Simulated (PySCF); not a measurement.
# C2H6Cl3NZr (Zr(NMe2)Cl3): the cost of one run

Programs: PySCF 2.14.0, with routines of our own; each step states its level. All values are computed. Atoms count from 0.

### 1 The system as given

13 atoms, charge 0, multiplicity 1; geometry from: GFN2-xTB.

### 2 Geometry optimisation at PBE0-D3(BJ)/def2-SVP

The job: settings as JSON, then the geometry in Å.

```
{"job": {"xc": "PBE0", "basis": "def2-SVP", "d3": "d3bj", "grid": 1, "maxiter": 30, "shake": 0.03, "kind": "geom"}, "charge": 0, "multiplicity": 1}
Zr     0.151280     0.085550    -1.628580
N      0.266690     0.506240     0.285810
C      1.025520    -0.534030     0.900540
C     -0.931570     0.635050     0.915080
H      1.269280    -0.294080     1.947310
H      2.042540    -0.593480     0.402160
H      0.594070    -1.512960     0.897870
H     -1.582720     1.403120     0.382230
H     -1.572210    -0.327540     0.969100
H     -0.931660     0.935330     2.003520
Cl     2.049880    -0.219560    -2.675990
Cl    -1.246450     1.658550    -2.694250
Cl    -1.104050    -1.794300    -1.682580
```

The run is started by

```bash
> OMP_NUM_THREADS=1 python heavy_run.py task.json out
```

This one command runs all jobs of the session in turn.

Q: Estimate the wall time and peak memory of this first job on 1 thread of Arm Neoverse V2, shared host.

About 5.3 min, with a peak of 0.66 GiB.
